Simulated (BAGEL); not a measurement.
# AlNH3OF (SMILES [NH2][Al]([OH])[F]): HF/3-21G (density fitting with qzvpp-jkfit)

What is the energy change on altering one bond length of AlNH3OF at HF/3-21G (density fitting with qzvpp-jkfit)? 

The calculation is run with BAGEL 1.2.2.

## Step 1: The structure to begin with

AlNH3OF has 7 atoms, charge 0, and is taken as a singlet. As SMILES, `[NH2][Al]([OH])[F]`. The coordinates come from a PBE0-D4/def2-TZVP relaxation. This is one conformer, not always the lowest.

Bond lengths: N1–Al2 1.755 Å, Al2–O3 1.685 Å, Al2–F4 1.644 Å, N1–H5 1.006 Å, N1–H6 1.006 Å, O3–H7 0.954 Å. Angles: N1–Al2–O3 124.9°, N1–Al2–F4 118.1°, O3–Al2–F4 117.0°, Al2–N1–H5 123.7°, Al2–N1–H6 125.7°, Al2–O3–H7 124.9°, H5–N1–H6 110.6°.

## Step 2: The energy at HF/3-21G (density fitting with qzvpp-jkfit)

hf.json reads:

```json
{ "bagel" : [

{
  "title" : "molecule",
  "basis" : "3-21g",
  "df_basis" : "qzvpp-jkfit",
  "angstrom" : true,
  "geometry" : [
    { "atom" : "N", "xyz" : [   -0.569800,    0.926800,   -0.530800 ] },
    { "atom" : "Al", "xyz" : [   -0.133300,   -0.630000,    0.151800 ] },
    { "atom" : "O", "xyz" : [    1.368400,   -1.004200,    0.819000 ] },
    { "atom" : "F", "xyz" : [   -1.265600,   -1.822100,    0.146500 ] },
    { "atom" : "H", "xyz" : [   -1.473200,    1.130200,   -0.925100 ] },
    { "atom" : "H", "xyz" : [    0.029600,    1.732300,   -0.586700 ] },
    { "atom" : "H", "xyz" : [    2.105200,   -0.401000,    0.879500 ] }
  ]
},
{
  "title" : "hf"
},
{
  "title" : "print",
  "file" : "orbitals.molden",
  "orbitals" : true
}

]}
```

The run is started by

```
$ BAGEL_NUM_THREADS=1 BAGEL hf.json > hf.out
```

What it wrote:

```text
* using 1 threads per process

  ===============================================================
  ===============================================================

  *** Geometry ***

  { "atom" : "N", "xyz" : [     -1.076766,      1.751398,     -1.003067 ] },
  { "atom" : "Al", "xyz" : [     -0.251900,     -1.190527,      0.286860 ] },
  { "atom" : "O", "xyz" : [      2.585901,     -1.897663,      1.547686 ] },
  { "atom" : "F", "xyz" : [     -2.391637,     -3.443270,      0.276845 ] },
  { "atom" : "H", "xyz" : [     -2.783945,      2.135768,     -1.748186 ] },
  { "atom" : "H", "xyz" : [      0.055936,      3.273573,     -1.108702 ] },
  { "atom" : "H", "xyz" : [      3.978251,     -0.757780,      1.662014 ] },

  Number of auxiliary basis functions:      413

  Since a DF basis is specified, we compute 2- and 3-index integrals:
    o Being stored without compression. Storage requirement is 0.007 GB

  Number of basis functions:       46
  Number of electrons      :       40

    * METHOD: MOLECULE                             0.11

  *** RHF ***

  === Nuclear Repulsion ===
   160.6811355215

      * DIIS with orbital gradients will be used.

  === RHF iteration (3-21g) ===
      0       -469.76009299          0.04174194           0.02
      1       -469.94331166          0.02213834           0.02
      2       -470.00949169          0.00125852           0.02
      3       -470.00992061          0.00044977           0.02
      4       -470.00995832          0.00011049           0.02
      5       -470.00996280          0.00001997           0.02
      6       -470.00996301          0.00000457           0.02
      7       -470.00996302          0.00000214           0.02
      8       -470.00996302          0.00000047           0.02
      9       -470.00996302          0.00000020           0.02
     10       -470.00996302          0.00000005           0.02
     11       -470.00996302          0.00000002           0.02
     12       -470.00996302          0.00000001           0.02
    * SCF iteration converged.

    * Permanent dipole moment:
           (   -0.522554,    -1.533294,     0.330813) a.u.

    * METHOD: HF                                   0.39

    * METHOD: PRINT                                0.00

  ===============================================================
```

It took 0.67 s on 1 thread of Arm Neoverse V2, shared host.

## Step 3: The distorted shape at the same level

hf.json reads:

```json
{ "bagel" : [

{
  "title" : "molecule",
  "basis" : "3-21g",
  "df_basis" : "qzvpp-jkfit",
  "angstrom" : "true",
  "geometry" : [
    { "atom" : "N", "xyz" : [      -0.230108,       1.284432,      -0.529210 ] },
    { "atom" : "Al", "xyz" : [       0.206392,      -0.272368,       0.153390 ] },
    { "atom" : "O", "xyz" : [       1.708092,      -0.646568,       0.820590 ] },
    { "atom" : "F", "xyz" : [      -1.265600,      -1.822100,       0.146500 ] },
    { "atom" : "H", "xyz" : [      -1.133508,       1.487832,      -0.923510 ] },
    { "atom" : "H", "xyz" : [       0.369292,       2.089932,      -0.585110 ] },
    { "atom" : "H", "xyz" : [       2.444892,      -0.043368,       0.881090 ] }
  ]
},

{ "title" : "hf" },

{ "title" : "print", "file" : "orbitals.molden", "orbitals" : "true" }

]}
```

The run is started by

```
$ BAGEL_NUM_THREADS=1 BAGEL hf.json > hf.out
```

What it wrote:

```text
* using 1 threads per process

  ===============================================================
  ===============================================================

  *** Geometry ***

  { "atom" : "N", "xyz" : [     -0.434841,      2.427225,     -1.000062 ] },
  { "atom" : "Al", "xyz" : [      0.390024,     -0.514701,      0.289865 ] },
  { "atom" : "O", "xyz" : [      3.227826,     -1.221836,      1.550690 ] },
  { "atom" : "F", "xyz" : [     -2.391637,     -3.443270,      0.276845 ] },
  { "atom" : "H", "xyz" : [     -2.142020,      2.811595,     -1.745181 ] },
  { "atom" : "H", "xyz" : [      0.697861,      3.949399,     -1.105698 ] },
  { "atom" : "H", "xyz" : [      4.620176,     -0.081954,      1.665019 ] },

  Number of auxiliary basis functions:      413

  Since a DF basis is specified, we compute 2- and 3-index integrals:
    o Being stored without compression. Storage requirement is 0.007 GB

  Number of basis functions:       46
  Number of electrons      :       40

    * METHOD: MOLECULE                             0.10

  *** RHF ***

  === Nuclear Repulsion ===
   148.3534621669

      * DIIS with orbital gradients will be used.

  === RHF iteration (3-21g) ===
      0       -469.65046014          0.04264321           0.02
      1       -469.84594279          0.02428876           0.02
      2       -469.93031590          0.00189010           0.02
      3       -469.93144053          0.00088690           0.02
      4       -469.93166243          0.00026463           0.02
      5       -469.93170379          0.00005477           0.02
      6       -469.93170593          0.00001385           0.02
      7       -469.93170598          0.00000547           0.02
      8       -469.93170599          0.00000190           0.02
      9       -469.93170599          0.00000070           0.02
     10       -469.93170599          0.00000021           0.02
     11       -469.93170599          0.00000011           0.02
     12       -469.93170599          0.00000004           0.02
     13       -469.93170599          0.00000002           0.02
     14       -469.93170599          0.00000001           0.02
    * SCF iteration converged.

    * Permanent dipole moment:
           (   -0.956080,    -2.040247,     0.345834) a.u.

    * METHOD: HF                                   0.42

    * METHOD: PRINT                                0.00

  ===============================================================
```

It took 0.7 s on 1 thread of Arm Neoverse V2, shared host.

## Step 4: What came out

Level: HF/3-21G (density fitting with qzvpp-jkfit).

| quantity | value |
| --- | --- |
| first shape: total energy | -470.00996 Eh |
| first shape: dipole moment | 4.20 D |
| first shape: HOMO energy | -10.92 eV |
| first shape: LUMO energy | 3.41 eV |
| first shape: HOMO–LUMO gap | 14.33 eV |
| distorted shape: total energy | -469.93171 Eh |
| distorted shape: dipole moment | 5.79 D |
| distorted shape: HOMO energy | -11.36 eV |
| distorted shape: LUMO energy | 2.60 eV |
| distorted shape: HOMO–LUMO gap | 13.96 eV |
| energy change with the Al2–F4 bond stretched from 1.644 to 2.137 Å | 2.129 eV |

In words: With the Al2–F4 bond stretched from 1.644 to 2.137 Å the energy rises by 2.13 eV (205 kJ/mol). The first shape isn't relaxed at this level, so the change isn't measured from a minimum.
